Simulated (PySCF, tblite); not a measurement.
**C4H9BrSi3: geometry, infrared bands and NMR shifts**

What infrared bands and NMR shifts should C4H9BrSi3 (`C#C[Si@@H]([SiH2]Br)[SiH2]C=C`) show?

Programs: tblite 0.8.0 and PySCF 2.14.0, with density-fitted response routines of our own. Each step states its level of theory. These are calculated values for one molecule in the gas phase, unless marked as measured. Atoms are numbered from 0 throughout.

## (1) Starting geometry

17 atoms, charge 0, multiplicity 1; geometry from: force field or distance geometry start.

Bonds of the start (Å): C0–C1 1.19, C1–Si2 1.84, Si2–Si3 2.23, Si3–Br4 2.26, Si2–Si5 2.23, Si5–C6 1.85, C6–C7 1.32, C0–H8 1.07, Si2–H9 1.46, Si3–H10 1.46, Si3–H11 1.48, Si5–H12 1.47, Si5–H13 1.46, C6–H14 1.09, C7–H15 1.08, C7–H16 1.08.

## (2) Geometry optimisation with GFN2-xTB

The job: settings as JSON, then the geometry in Å.

```
{"job": {"kind": "relax", "xc": "GFN2-xTB", "basis": "xTB"}, "charge": 0, "multiplicity": 1}
C     -1.904500     2.636300    -1.163100
C     -1.498100     1.733700    -0.496000
Si    -0.849200     0.344000     0.512700
Si    -2.480400    -1.114300     0.956500
Br    -1.605300    -3.198200     0.897600
Si     0.738900    -0.655100    -0.689700
C      2.318600     0.271000    -0.410900
C      3.322900    -0.238200     0.272900
H     -2.291700     3.439800    -1.759500
H     -0.331500     0.922200     1.748500
H     -3.114500    -0.845400     2.247500
H     -3.477400    -1.011500    -0.129100
H      0.824100    -2.044400    -0.223300
H      0.406500    -0.573300    -2.110500
H      2.432300     1.278800    -0.808500
H      4.241200     0.300000     0.446400
H      3.261300    -1.233300     0.698600
```

On the command line:

```sh
$ OMP_NUM_THREADS=1 python probes_run.py task.json out
```

This one command runs all jobs of the session in turn.

The program printed:

```text
step      E/eV     max force
  0    -607.20563    1.770
  1    -607.23695    3.184
  2    -607.31882    0.576
  3    -607.35322    0.555
  4    -607.43492    1.382
  5    -607.49282    0.664
  6    -607.51806    0.474
  7    -607.53493    0.373
  8    -607.54939    0.436
  9    -607.55856    0.287
 10    -607.56590    0.250
 11    -607.57179    0.239
 12    -607.57720    0.248
 13    -607.58216    0.181
 14    -607.58629    0.200
 15    -607.58999    0.147
 16    -607.59335    0.164
 17    -607.59624    0.146
 18    -607.59874    0.145
 19    -607.60095    0.174
 20    -607.60327    0.163
 21    -607.60620    0.180
 22    -607.60966    0.170
 23    -607.61303    0.152
 24    -607.61579    0.136
 25    -607.61765    0.128
 26    -607.61892    0.117
 27    -607.61995    0.072
 28    -607.62076    0.066
 29    -607.62147    0.084
 30    -607.62217    0.102
 31    -607.62295    0.089
 32    -607.62382    0.074
 33    -607.62468    0.076
 34    -607.62541    0.085
 35    -607.62598    0.071
 36    -607.62643    0.056
 37    -607.62684    0.066
 38    -607.62724    0.080
 39    -607.62759    0.066
 40    -607.62784    0.032
 41    -607.62799    0.027
 42    -607.62811    0.034
 43    -607.62825    0.042
 44    -607.62840    0.030
 45    -607.62852    0.029
 46    -607.62862    0.025
 47    -607.62874    0.039
 48    -607.62892    0.047
 49    -607.62914    0.057
 50    -607.62933    0.044
 51    -607.62946    0.022
 52    -607.62955    0.025
 53    -607.62967    0.033
 54    -607.62984    0.040
 55    -607.63000    0.037
 56    -607.63013    0.037
 57    -607.63024    0.031
 58    -607.63036    0.028
 59    -607.63052    0.035
 60    -607.63068    0.029
 61    -607.63080    0.026
 62    -607.63090    0.026
 63    -607.63099    0.032
 64    -607.63109    0.030
 65    -607.63118    0.028
 66    -607.63123    0.014
 67    -607.63124    0.010
```

Run time: 0.82 s. Hardware: 1 thread of Arm Neoverse V1, shared host; peak memory 0.18 GiB.

Relaxation path: (not every step is listed)

```tsv
step	energy from step 0 (eV)	largest force (eV/Å)
0	0.0000	1.7700
1	-0.0313	3.1844
2	-0.1132	0.5765
3	-0.1476	0.5551
4	-0.2293	1.3823
5	-0.2872	0.6641
6	-0.3124	0.4742
7	-0.3293	0.3732
8	-0.3438	0.4358
13	-0.3765	0.1813
18	-0.3931	0.1450
23	-0.4074	0.1520
28	-0.4151	0.0665
33	-0.4190	0.0764
38	-0.4216	0.0801
43	-0.4226	0.0418
48	-0.4233	0.0475
53	-0.4240	0.0330
58	-0.4247	0.0283
62	-0.4253	0.0263
63	-0.4254	0.0322
64	-0.4255	0.0296
65	-0.4255	0.0279
66	-0.4256	0.0142
67	-0.4256	0.0102
```

Close pairs (by a distance rule), those that changed most:

```tsv
bond	before (Å)	after (Å)	change (Å)
Si2–Si5	2.228	2.336	+0.108
Si2–Si3	2.233	2.326	+0.093
Si5–C6	1.852	1.880	+0.028
Si2–H9	1.459	1.480	+0.021
C0–H8	1.073	1.053	-0.020
C1–Si2	1.836	1.854	+0.018
Si3–H11	1.478	1.461	-0.017
Si3–Br4	2.261	2.249	-0.012
```

The final coordinates are the input of the step that follows.

## (3) Harmonic vibrations with GFN2-xTB

The job: settings as JSON, then the geometry in Å.

```
{"job": {"kind": "ir", "xc": "GFN2-xTB", "basis": "xTB"}, "charge": 0, "multiplicity": 1}
C     -2.035648     2.622380    -1.089046
C     -1.566158     1.709384    -0.461939
Si    -0.813715     0.279848     0.447691
Si    -2.685162    -1.003776     0.957586
Br    -2.040990    -3.149985     1.148804
Si     0.907600    -0.684960    -0.802733
C      2.493012     0.259862    -0.442137
C      3.492621    -0.205374     0.290271
H     -2.450919     3.425715    -1.627694
H     -0.350624     0.876261     1.720855
H     -3.351890    -0.786227     2.239868
H     -3.731246    -1.096160    -0.057825
H      1.088252    -2.098401    -0.461120
H      0.615405    -0.571644    -2.238936
H      2.571254     1.263376    -0.845268
H      4.384181     0.367826     0.496260
H      3.467029    -1.196096     0.715454
```

The program printed:

```text
mode    cm-1     km/mol
  1      -8.0      0.21
  2      10.0      4.41
  3      41.4      0.03
  4      47.7      3.17
  5      69.2      1.28
  6      94.5      1.22
  7     107.8      1.79
  8     142.1      3.33
  9     233.5     14.38
 10     252.9     31.23
 11     277.9      3.82
 12     332.2     11.84
 13     363.6     21.93
 14     404.7      2.42
 15     419.8     35.44
 16     474.3      4.02
 17     495.3      4.84
 18     571.2    107.21
 19     577.7    413.39
 20     606.8     43.69
 21     612.9    191.88
 22     668.7    196.75
 23     673.9     76.56
 24     683.0    184.08
 25     686.1    143.10
 26     705.8    150.03
 27     722.2     71.48
 28     782.8    251.55
 29     807.2    255.09
 30     917.7     18.95
 31    1005.0      6.91
 32    1027.2     10.98
 33    1273.6      2.11
 34    1421.6      2.12
 35    1664.5      8.09
 36    2095.6    223.00
 37    2193.2    223.29
 38    2194.9     71.53
 39    2236.3    219.27
 40    2254.0    367.03
 41    2276.9    164.65
 42    3022.2     32.41
 43    3073.1     44.13
 44    3099.3     42.32
 45    3349.7      0.92
```

It took 1 s on 1 thread of Arm Neoverse V1, shared host; peak memory 0.18 GiB.

The strongest bands and the atoms that carry them (share of the mass-weighted mode):

```tsv
cm⁻¹	km/mol	atoms
578	413.4	H9 56 %, H13 20 %
669	196.8	H8 63 %, C0 13 %
783	251.6	H13 45 %, H12 43 %
807	255.1	H11 48 %, H10 47 %
2096	223.0	H9 96 %
2193	223.3	H13 59 %, C1 22 %, C0 13 %
2236	219.3	H12 97 %
2254	367.0	H10 65 %, H11 30 %
```

## (4) Shielding tensors: PBE0/pcSseg-1

Same as in step 3 but for these lines:

```diff
@@ -1,2 +1,2 @@
-{"job": {"kind": "ir", "xc": "GFN2-xTB", "basis": "xTB"}, "charge": 0, "multiplicity": 1}
+{"job": {"kind": "nmr", "xc": "PBE0", "basis": "pcSseg-1"}, "charge": 0, "multiplicity": 1}
 C     -2.035648     2.622380    -1.089046
```

With the program's defaults for keys left out, this is: GIAO PBE0/pcSseg-1 NMR shielding, non-relativistic, gas phase.

The program printed:

```text
coarse grid: 69536 points
cycle   1  E = -3599.1802411196  dE = -6.434e-01  |g| = 8.067e-01  |ddm| = 3.935e+00
cycle   2  E = -3599.1707793122  dE =  9.462e-03  |g| = 5.733e-01  |ddm| = 1.143e+00
cycle   3  E = -3599.2398917453  dE = -6.911e-02  |g| = 1.631e-01  |ddm| = 7.714e-01
cycle   4  E = -3599.2471851566  dE = -7.293e-03  |g| = 4.519e-02  |ddm| = 2.050e-01
cycle   5  E = -3599.2474404346  dE = -2.553e-04  |g| = 2.607e-02  |ddm| = 4.752e-02
cycle   6  E = -3599.2476164285  dE = -1.760e-04  |g| = 4.094e-03  |ddm| = 2.076e-02
cycle   7  E = -3599.2476192515  dE = -2.823e-06  |g| = 2.083e-03  |ddm| = 5.297e-03
final grid: 142032 points
cycle   8  E = -3599.2476014710  dE =  2.651e-06  |g| = 3.833e-03  |ddm| = 5.030e-03
cycle   9  E = -3599.2475911249  dE =  1.035e-05  |g| = 7.387e-03  |ddm| = 8.241e-03
cycle  10  E = -3599.2476052085  dE = -1.408e-05  |g| = 6.728e-04  |ddm| = 5.355e-03
cycle  11  E = -3599.2476053277  dE = -1.191e-07  |g| = 6.605e-05  |ddm| = 5.219e-04
cycle  12  E = -3599.2476053290  dE = -1.350e-09  |g| = 1.257e-05  |ddm| = 1.023e-04
cycle  13  E = -3599.2476053290  dE = -2.547e-11  |g| = 1.012e-06  |ddm| = 9.671e-06
converged SCF energy = -3599.2476053290

GIAO shielding tensors (ppm)
atom      isotropic    diamagn.    paramagn.     s11        s22        s33       span
  0 C       77.814     260.128    -182.314     -5.940     -2.669    242.050    247.990
  1 C      103.774     262.614    -158.840      9.197     10.315    291.809    282.612
  2 Si     450.988     881.517    -430.529    427.877    447.817    477.270     49.392
  3 Si     383.515     876.246    -492.731    341.734    373.766    435.044     93.310
  4 Br    2851.383    3125.322    -273.939   2736.279   2849.659   2968.210    231.931
  5 Si     418.906     881.503    -462.596    385.701    415.459    455.559     69.857
  6 C       50.075     262.009    -211.934    -68.309     39.249    179.286    247.596
  7 C       41.631     252.038    -210.407    -83.973     47.398    161.467    245.440
  8 H       29.594      33.235      -3.641     24.359     24.661     39.763     15.404
  9 H       27.251      29.627      -2.376     24.549     25.330     31.874      7.325
 10 H       26.176      26.641      -0.465     21.096     25.156     32.277     11.181
 11 H       26.306      27.061      -0.755     21.351     25.521     32.047     10.696
 12 H       27.257      30.561      -3.304     22.916     27.880     30.974      8.058
 13 H       27.141      29.709      -2.569     24.273     25.538     31.611      7.337
 14 H       25.151      31.443      -6.292     22.947     24.293     28.212      5.266
 15 H       25.210      27.477      -2.268     21.910     24.537     29.182      7.272
 16 H       25.375      30.885      -5.509     21.509     24.557     30.060      8.551
```

It took 84 s on 1 thread of Arm Neoverse V1, shared host; peak memory 1.1 GiB.

Shifts follow as δ = σ(reference) − σ, with reference shieldings (ppm) from runs at the same level and on the same kind of geometry: ¹H TMS 31.72, ¹³C TMS 186.9, ²⁹Si TMS 349.2, ⁷⁹Br HBr 2622. The references are single molecules in the gas phase.

```tsv
atoms	environment	σ (ppm)	δ (ppm)	δ scaled to CDCl3
C7	terminal =CH2 carbon	41.6	145.3	139.9
C6	alkene CH	50.1	136.9	131.7
C0	terminal alkyne carbon	77.8	109.1	104.6
C1	alkyne carbon	103.8	83.2	79.2
H14	hydrogen on an alkene CH	25.15	6.57	6.30
H15	hydrogen on a terminal =CH2 carbon	25.21	6.51	6.24
H16	hydrogen on a terminal =CH2 carbon	25.38	6.34	6.08
H10	hydrogen on a silicon bonded to Br, Si	26.18	5.54	–
H11	hydrogen on a silicon bonded to Br, Si	26.31	5.41	–
H13	hydrogen on a silicon bonded to C, Si	27.14	4.58	–
H9	hydrogen on a silicon bonded to C, 2 Si	27.25	4.47	–
H12	hydrogen on a silicon bonded to C, Si	27.26	4.46	–
H8	hydrogen on a terminal alkyne carbon	29.59	2.12	2.11
Si3	silicon bonded to Br, Si, 2 H	383.5	-34.4	–
Si5	silicon bonded to C, Si, 2 H	418.9	-69.7	–
Si2	silicon bonded to C, 2 Si, H	451.0	-101.8	–
Br4	bromine bonded to Si	2851	-229	–
```

The scaled column applies a straight-line fit of computed shieldings to shifts measured in CDCl3, with any fitted terms for Cl, Br or S neighbours (root-mean-square error 0.16 ppm for H, 1.9 ppm for C).

Charges from the same density, by scheme (e):

```tsv
atoms	Mulliken	IAO	Hirshfeld	ESP fit
C0	-0.22	-0.19	-0.09	-0.36
C1	-0.17	-0.31	-0.16	-0.10
Si2	0.16	0.32	0.20	0.20
Si3	0.49	0.45	0.24	0.18
Br4	-0.39	-0.29	-0.14	-0.20
Si5	0.45	0.50	0.26	0.22
C6	-0.48	-0.41	-0.13	-0.20
C7	-0.15	-0.27	-0.08	-0.36
```

Mayer bond orders: C0–C1 2.57, C1–Si2 0.86, Si2–Si3 0.86, Si3–Br4 0.88, Si2–Si5 0.86, Si5–C6 0.89, C6–C7 1.99.

## (5) Outcome

| quantity | value |
| --- | --- |
| strongest single infrared mode (GFN2-xTB) | 578 cm⁻¹, 413 km/mol |
| zero-point energy (GFN2-xTB) | 64.3 kcal/mol |
| ¹³C shifts against TMS (PBE0/pcSseg-1) | 145.3, 136.9, 109.1, 83.2 ppm |
| ¹H shifts against TMS (PBE0/pcSseg-1) | 6.57, 6.51, 6.34, 5.54, 5.41, 4.58, 4.47, 4.46, 2.12 ppm |
| ²⁹Si shifts against TMS (PBE0/pcSseg-1) | -34.4, -69.7, -101.8 ppm |
| ⁷⁹Br shifts against HBr (PBE0/pcSseg-1) | -229 ppm |

What this shows: Over 67 steps the energy fell by 0.426 eV; of the close pairs, Si2–Si5 changed most, 2.228 to 2.336 Å. The lowest mode is slightly imaginary (8i cm⁻¹), a soft motion within the noise of the Hessian, so the minimum is not strictly shown. The strongest single mode, at 578 cm⁻¹, moves mainly H9. Unscaled tight-binding wavenumbers are off by several per cent, some by more. Its intensities can rank the bands wrongly. C7 (terminal =CH2 carbon) lies farthest downfield among carbon, at 145.3 ppm; the olefinic region. The most deshielded hydrogen is H14 (hydrogen on an alkene CH), at 6.57 ppm: olefinic region. At PBE0/pcSseg-1: Shielding is most anisotropic at C1 (span 283 ppm, paramagnetic term -159 ppm). Spin-orbit coupling is left out, which matters for shieldings and couplings at and beside the heavy atoms.
